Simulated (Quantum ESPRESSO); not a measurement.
## GaSb: single point with PBE

GaSb:

```
Sb Ga
1.0
     0.00000    3.13849    3.13849
     3.13849    0.00000    3.13849
     3.13849    3.13849    0.00000
Sb Ga
1 1
Cartesian
  4.7077 4.7077 4.7077
  0.0000 0.0000 0.0000
```

The cell isn't the ideal one: volume scaled by 1.08.

```
Program                           : Quantum ESPRESSO 7.5
Task                              : single point
Functional                        : PBE
Potentials or basis               : PseudoDojo 0.4.1 SR PBE standard
Cutoff                            : 1088 eV
Density cutoff                    : 4354 eV
k mesh                            : 4 × 4 × 4
Occupations                       : fermi-dirac, width 0.05 eV
Spin                              : no spin polarisation
k mesh of the self-consistent run : 8 × 8 × 8
```

```json
{
  "Band gap on the k mesh, mean-field level": "none (metal or under the smearing width)"
}
```

Levels at points of the mesh, in eV from the Fermi level:
| k point | band 12 | band 13 | band 14 | band 15 | band 16 | band 17 |
| --- | --- | --- | --- | --- | --- | --- |
| (0.00, 0.00, 0.00) | -0.52 | -0.03 | -0.03 | -0.03 | 2.78 | 2.78 |
| (0.00, 0.00, -0.50) | -6.03 | -1.06 | -1.06 | 0.23 | 3.73 | 3.73 |
| (0.00, -0.50, -0.50) | -6.50 | -2.34 | -2.34 | 0.95 | 1.37 | 8.19 |

Wall time 40 s on 1 thread of Intel(R) Xeon(R) 6975P-C (Granite Rapids), with other jobs on the host, peak memory 0.11 GiB.

Caveat: the k mesh is coarse (spacing up to 0.43 Å⁻¹), so the values aren't converged. The run has no spin-orbit coupling, so splittings on Sb are missing.
